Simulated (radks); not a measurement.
**Au⁺ in [Xe] 4f14 5d10: an all-electron calculation**

The task here is to estimate one member of a computed series from the others.

The numbers are computed with radks (a radial shooting solver on a logarithmic mesh, Libxc functionals) version 1 (non-relativistic Kohn-Sham, PBE, spin-polarised, spherical densities, point nucleus), except any that are marked as measured or tabulated.

### What is computed

* element: gold (Z = 79)
* charge: +1
* electrons: 78
* configuration: [Xe] 4f14 5d10

The outer shells:

Au⁺
```
[Xe] core
4f [↑↓][↑↓][↑↓][↑↓][↑↓][↑↓][↑↓]
5d [↑↓][↑↓][↑↓][↑↓][↑↓]
```

The first run:

Settings of this run:

```text
Z 79
configuration [Xe] 4f14 5d10
relativity non-relativistic
functional pbe,pbe
spin polarised
nucleus point
```

Launch:

```sh
$ python run_ks.py task.json out
```

All runs below come from this command, one after another.

One of the session's tables, all rows but one given; the rest of the session is left out.

It belongs to the step «Shells». From the orbitals of this run (lengths in bohr):

| level | <r> | outermost maximum (interpolated) | 90 % within | nodes |
| --- | --- | --- | --- | --- |
| 1s | 0.01916 | 0.0127 | 0.0341 | 0 |
| 2s | 0.08072 | 0.0691 | 0.124 | 1 |
| 2p | 0.06821 | 0.0536 | 0.110 | 0 |
| 3s | 0.2037 | 0.189 | 0.297 | 2 |
| 3p | 0.1941 | 0.178 | 0.289 | 1 |
| 3d | 0.1695 | 0.140 | 0.262 | 0 |
| 4s | 0.4487 | 0.421 | 0.641 | 3 |
| 4p | ? | ? | ? | ? |
| 4d | 0.4609 | 0.413 | 0.686 | 1 |
| 4f | 0.4868 | 0.370 | 0.778 | 0 |
| 5s | 1.028 | 0.936 | 1.47 | 4 |
| 5p | 1.120 | 0.994 | 1.63 | 3 |
| 5d | 1.548 | 1.20 | 2.42 | 2 |

Q: Estimate the row for 4p from the others.

**Answer.** <r>: 0.4528; outermost maximum (interpolated): 0.421; 90 % within: 0.655; nodes: 2. In the column «<r>» it lies between 4s (0.4487) and 4d (0.4609).

To keep in mind: Relativity is left out here, which matters for elements this heavy.
